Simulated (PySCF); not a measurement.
# C3H5BClP: the cost of one run

Computed with PySCF 2.14.0, with density-fitted response routines of our own, on a single molecule in the gas phase. Atoms count from 0, in the outputs and in this text.

## Step 1: Starting geometry

11 atoms, charge 0, multiplicity 1; geometry from: PBE0-D3(BJ)/def2-SVP.

Bonds of the start (Å): P0–B1 1.88, B1–C2 1.55, C2–C3 1.56, C3–C4 1.28, C4–Cl5 1.68, C4–C2 1.51, P0–H6 1.42, P0–H7 1.42, B1–H8 1.21, C2–H9 1.10, C3–H10 1.08.

## Step 2: NMR shieldings: PBE0/pcSseg-2

Job settings and geometry (Å):

```
{"job": {"kind": "nmr", "xc": "PBE0", "basis": "pcSseg-2", "pop": false}, "charge": 0, "multiplicity": 1}
P      2.518931    -0.952737     0.847358
B      1.003989    -0.414406    -0.135289
C     -0.236851     0.233683     0.529776
C     -1.658087    -0.044085    -0.042503
C     -1.151367     1.108619    -0.295544
Cl    -1.237183     2.631245    -0.999964
H      2.675861     0.108695     1.780894
H      3.580254    -0.628170    -0.038791
H      0.955260    -0.716400    -1.307527
H     -0.192962     0.474491     1.605998
H     -2.429333    -0.804618    -0.088556
```

With the program's defaults for keys left out, this is: GIAO PBE0/pcSseg-2 NMR shielding, non-relativistic, gas phase.

The run is started by

```sh
$ OMP_NUM_THREADS=1 python probes_run.py task.json out
```

This one command runs all jobs of the session in turn.

**Question.** How long does this first job take on 1 thread of Arm Neoverse V1, shared host, and how much memory does it need?

About 42 s, with a peak of 1.2 GiB.
